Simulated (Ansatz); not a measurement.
# AsH₄NS: how energies converge with the basis set

An exercise on one series of results from a longer session: the logs are not shown, and one member is left open.

The runs use Ansatz 0.2.0, Gaussian basis; one geometry, several basis sets.

Levels to be run: PBE0-D4/def2-SVP; ωB97M-V/def2-SVP; PBE0-D4/def2-QZVPP; ωB97M-V/def2-QZVPP; the functionals' def2-TZVPP values are taken from earlier runs.

**The geometry**

The geometry comes from an earlier relaxation with PBE0-D4 in a triple-zeta def2 set; it is a stationary point, not always the lowest conformer.

SMILES `N[AsH]S`, 7 atoms, charge 0, spin multiplicity 1.

Atoms are counted from 1 here; the program's logs count them from 0.

Bond lengths: N1–As2 1.838 Å, N1–H4 1.010 Å, N1–H5 1.009 Å, As2–S3 2.243 Å, As2–H6 1.531 Å, S3–H7 1.342 Å. Angles: As2–N1–H4 112.6°, As2–N1–H5 117.5°, H4–N1–H5 111.1°, N1–As2–S3 101.0°, N1–As2–H6 99.7°, S3–As2–H6 89.0°, As2–S3–H7 94.5°.

Set-up of the first run:

Contents of in.yaml:

```yaml
crystal:
  periodic: [false, false, false]
  atoms:
    - {symbol: N, position_ang: [-0.978855, 0.121080, -0.739088]}
    - {symbol: As, position_ang: [-0.169745, -0.044323, 0.903003]}
    - {symbol: S, position_ang: [1.924643, -0.569287, 0.296651]}
    - {symbol: H, position_ang: [-1.978643, -0.013166, -0.695224]}
    - {symbol: H, position_ang: [-0.744493, 0.930199, -1.294716]}
    - {symbol: H, position_ang: [0.283377, 1.402239, 1.114981]}
    - {symbol: H, position_ang: [1.724916, -1.894841, 0.368692]}
basis:
  gaussian: {orbitals: def2-SVP}
hamiltonian: {xc: pbe0, dispersion: d4}
output: {orbitals: {seedname: orbitals}}
```

Launch:

```
> ansatz run in.yaml --threads 2 --pin off --events-out ev --progress --plain --max-ram 4352MiB
```

Steps of the session up to this table: PBE0-D4 in def2-SVP; ωB97M-V in def2-SVP; PBE0-D4 in def2-QZVPP; ωB97M-V in def2-QZVPP.

One table of the session follows, with a row left open; its other results are not shown here.

It belongs to the step «Functionals by basis». 

| functional | basis | HOMO (eV) | LUMO (eV) |
| --- | --- | --- | --- |
| PBE0-D4 | def2-SVP | -6.89 | 0.05 |
| PBE0-D4 | def2-TZVPP | -7.06 | -0.27 |
| PBE0-D4 | def2-QZVPP | -7.12 | -0.46 |
| ωB97M-V | def2-SVP | ? | ? |
| ωB97M-V | def2-TZVPP | -9.20 | 1.61 |
| ωB97M-V | def2-QZVPP | -9.26 | 1.19 |

Q: Estimate the row for ωB97M-V, def2-SVP from the others.

As computed: HOMO (eV): -9.00; LUMO (eV): 2.10. In the column «HOMO (eV)» it lies between ωB97M-V, def2-TZVPP (-9.20) and PBE0-D4, def2-QZVPP (-7.12).
